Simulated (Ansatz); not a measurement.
# H10N2O2Si: search for a transition state

Wanted: the transition state of a ligand exchange through a proton shuttle (form Si1–O7, H6–O9, N2–H8 and break Si1–N2, H6–O7, H8–O9). The guess is relaxed with those distances held, a saddle search follows, and vibrations and two downhill relaxations check it.

Program: Ansatz 0.2.0, Gaussian basis. Level of theory: PBE0-D4, def2-SVP first, then def2-TZVP. These are calculated values, not measurements.

191 further runs of the same task are left out: 1 that didn't finish, 190 set aside as unsound or not needed.

### 1 Starting geometry

The guess: 15 atoms, charge 0, spin multiplicity 1.

Atoms are counted from 1 here; the program's logs count them from 0.

Bond lengths: Si1–N2 1.849 Å, Si1–H3 1.510 Å, Si1–H4 1.462 Å, Si1–N5 1.735 Å, N2–H8 1.233 Å, N2–H10 1.010 Å, N2–H11 1.012 Å, N5–H12 1.006 Å, N5–H13 1.006 Å, H6–O7 1.153 Å, O7–H14 0.958 Å, O9–H15 0.958 Å. Angles: N2–Si1–H3 93.9°, N2–Si1–H4 111.8°, N2–Si1–N5 110.4°, H3–Si1–H4 99.3°, H3–Si1–N5 96.0°, H4–Si1–N5 133.7°, Si1–N2–H8 109.4°, Si1–N2–H10 111.6°, Si1–N2–H11 111.1°, H8–N2–H10 109.8°, H8–N2–H11 106.9°, H10–N2–H11 107.9°, Si1–N5–H12 118.6°, Si1–N5–H13 115.8°, H12–N5–H13 109.1°, H6–O7–H14 105.0°.

Coordinates:

| atom | x (Å) | y (Å) | z (Å) |
| --- | --- | --- | --- |
| Si1 | -0.80120 | 0.19690 | -0.63060 |
| N2 | 0.31670 | -1.23730 | -0.29780 |
| H3 | -1.50230 | -0.48480 | -1.78100 |
| H4 | -1.90900 | 0.25280 | 0.32120 |
| N5 | 0.01290 | 1.38850 | -1.59350 |
| H6 | 0.44380 | 0.20280 | 1.65570 |
| O7 | 0.10470 | 1.06880 | 0.97460 |
| H8 | 0.60780 | -1.25920 | 0.90040 |
| O9 | 0.81880 | -0.95160 | 2.12380 |
| H10 | -0.11150 | -2.11270 | -0.56250 |
| H11 | 1.18440 | -1.14820 | -0.81000 |
| H12 | 0.20440 | 2.28820 | -1.18520 |
| H13 | -0.34760 | 1.51990 | -2.52360 |
| H14 | 0.90320 | 1.56120 | 0.78260 |
| H15 | 0.07490 | -1.28530 | 2.62590 |

Distances that are to change: Si1–O7 2.04 Å, H6–O9 1.30 Å, N2–H8 1.23 Å, Si1–N2 1.85 Å, H6–O7 1.15 Å, H8–O9 1.28 Å.

### 2 Relaxing the guess with the reacting distances held

hold/in.yaml reads:

```yaml
crystal:
  periodic: [false, false, false]
  atoms:
    - {symbol: Si, position_ang: [-0.801200, 0.196900, -0.630600]}
    - {symbol: N, position_ang: [0.316700, -1.237300, -0.297800]}
    - {symbol: H, position_ang: [-1.502300, -0.484800, -1.781000]}
    - {symbol: H, position_ang: [-1.909000, 0.252800, 0.321200]}
    - {symbol: N, position_ang: [0.012900, 1.388500, -1.593500]}
    - {symbol: H, position_ang: [0.443800, 0.202800, 1.655700]}
    - {symbol: O, position_ang: [0.104700, 1.068800, 0.974600]}
    - {symbol: H, position_ang: [0.607800, -1.259200, 0.900400]}
    - {symbol: O, position_ang: [0.818800, -0.951600, 2.123800]}
    - {symbol: H, position_ang: [-0.111500, -2.112700, -0.562500]}
    - {symbol: H, position_ang: [1.184400, -1.148200, -0.810000]}
    - {symbol: H, position_ang: [0.204400, 2.288200, -1.185200]}
    - {symbol: H, position_ang: [-0.347600, 1.519900, -2.523600]}
    - {symbol: H, position_ang: [0.903200, 1.561200, 0.782600]}
    - {symbol: H, position_ang: [0.074900, -1.285300, 2.625900]}
basis:
  gaussian: {orbitals: def2-SVP}
hamiltonian: {xc: pbe0, dispersion: d4}
relax: {f_tol: 0.04, max_steps: 150, escape_saddle: false, constraints: [{distance: [0, 6]}, {distance: [5, 8]}, {distance: [1, 7]}, {distance: [0, 1]}, {distance: [5, 6]}, {distance: [7, 8]}]}
```

Command:

```
ansatz run in.yaml --threads 8 --pin off --events-out ev --progress --plain --max-ram 19148MiB
```

After this run come: Force constants to start from; Saddle search in the small basis; Saddle search in triple zeta; Vibrations at the point found; Relaxing after a step of 0.30 Å one way along the mode; Relaxing after a step of 0.30 Å the other way along the mode.

Before running it: what results should come out? Wanted: imaginary mode; barrier from the start side; barrier from the end side; energy of the step; pairs that change; zero-point energy at the saddle.

The runs gave:

| quantity | value |
| --- | --- |
| imaginary mode | 1136i cm⁻¹ |
| barrier from the start side | 71.6 kJ/mol |
| barrier from the end side | 88.7 kJ/mol |
| energy of the step | -17.0 kJ/mol |
| pairs that change | Si1–O7 formed, N2–H8 formed, H6–O9 formed, Si1–N2 broken, H6–O7 broken, H8–O9 broken |
| zero-point energy at the saddle | 3.204 eV |

In words: One imaginary mode, 1136i cm⁻¹, makes this a first-order saddle. The two relaxations end on the structures that were planned. At PBE0-D4/def2-TZVP the electronic barrier is 71.6 kJ/mol, about 29 kT at 298 K, and the step runs 17.0 kJ/mol downhill. The barrier is thin enough for tunnelling; the leading (Wigner) term alone is a factor of 2.3 at 298 K. A step off the saddle overshot and began above it in energy, so the link to its end is likely but not proven. The ends are the nearest minima, not always the lowest complexes.
